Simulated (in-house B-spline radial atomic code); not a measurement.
# Hg: excited configurations

Wanted: excitation energies of Hg as differences of total energies (ΔSCF).

Method: non-relativistic TPSS, spin-polarised, spherical fractional occupations, point nucleus, basis-set limit. Code: in-house B-spline radial atomic code version 1.

### 1 The system

| Quantity | Value |
| --- | --- |
| element | mercury (Z = 80) |
| charge | 0 |
| electrons | 80 |
| configuration | [Xe] 4f14 5d10 6s2 |
| Hamiltonian | non-relativistic |
| nucleus | point |

Outer shells as boxes (Hund's rule):

[Xe] 4f14 5d10 6s2
```
[Xe] core
4f [↑↓][↑↓][↑↓][↑↓][↑↓][↑↓][↑↓]
5d [↑↓][↑↓][↑↓][↑↓][↑↓]
6s [↑↓]
```

Where spins are not typed, each open shell is filled with up spins first.

The run's settings:

```ini
Z = 80
electrons = 80.0
configuration = [Xe] 4f14 5d10 6s2
hamiltonian = nr
method = tpss,tpss
spin_polarised = True
```

This reference run was done before. Its total energy is -18412.446209 hartree, and its levels are (the highest eight at most):

```
orbital  occupation  energy (eV)  <r> (bohr)
5s down           1      -93.568       1.002
  5s up           1      -93.568       1.002
5p down           3      -61.786       1.086
  5p up           3      -61.786       1.086
5d down           5      -12.198       1.457
  5d up           5      -12.198       1.457
6s down           1       -5.189       3.106
  6s up           1       -5.189       3.106
```

### 2 1s2 2s2 2p6 3s2 3p6 3d10 4s2 4p6 4d10 4f7,6 5s2 5p6 5d10 6s2 6p0,1

In configurations, two counts after a shell (as in p1,2) give the electrons with spin up and with spin down.

The run's settings:

```ini
Z = 80
electrons = 80.0
configuration = 1s2 2s2 2p6 3s2 3p6 3d10 4s2 4p6 4d10 4f7,6 5s2 5p6 5d10 6s2 6p0,1
hamiltonian = nr
method = tpss,tpss
spin_polarised = True
```

### 3 Configuration 1s2 2s2 2p6 3s2 3p6 3d10 4s2 4p6 4d10 4f7,6 5s2 5p6 5d10 6s2 7d0,1

The run's settings:

```ini
Z = 80
electrons = 80.0
configuration = 1s2 2s2 2p6 3s2 3p6 3d10 4s2 4p6 4d10 4f7,6 5s2 5p6 5d10 6s2 7d0,1
hamiltonian = nr
method = tpss,tpss
spin_polarised = True
```

### 4 1s2 2s2 2p6 3s2 3p6 3d10 4s2 4p6 4d10 4f14 5s2 5p6 5d5,4 5f1,0 6s2

The run's settings:

```ini
Z = 80
electrons = 80.0
configuration = 1s2 2s2 2p6 3s2 3p6 3d10 4s2 4p6 4d10 4f14 5s2 5p6 5d5,4 5f1,0 6s2
hamiltonian = nr
method = tpss,tpss
spin_polarised = True
```

How far above the reference does each configuration lie (order and size, in eV)?

**Answer**, as computed:

| net move | configuration | 2|M_S|+1 | energy above the reference (eV) | largest <r> (bohr) |
| --- | --- | --- | --- | --- |
| 5d → 5f, spins typed | 1s2 2s2 2p6 3s2 3p6 3d10 4s2 4p6 4d10 4f14 5s2 5p6 5d5,4 5f1,0 6s2 | 3 | 16.805 | 16.7 |
| 4f → 6p, spins typed | 1s2 2s2 2p6 3s2 3p6 3d10 4s2 4p6 4d10 4f7,6 5s2 5p6 5d10 6s2 6p0,1 | 1 | 118.28 | 3.82 |
| 4f → 7d, spins typed | 1s2 2s2 2p6 3s2 3p6 3d10 4s2 4p6 4d10 4f7,6 5s2 5p6 5d10 6s2 7d0,1 | 1 | 122.53 | 18.0 |

**Reading.** The lowest of them is 5d → 5f, spins typed at 16.805 eV and the highest 4f → 7d, spins typed at 122.53 eV. 3 of them lie more than 60 % above minus the reference's highest level (5.189 eV), in the range where a state can decay by emitting an electron. The reference has 2|M_S|+1 = 1; 1 of the configurations differ from it in spin. These are spherical averages at the typed spins, not spectroscopic levels.
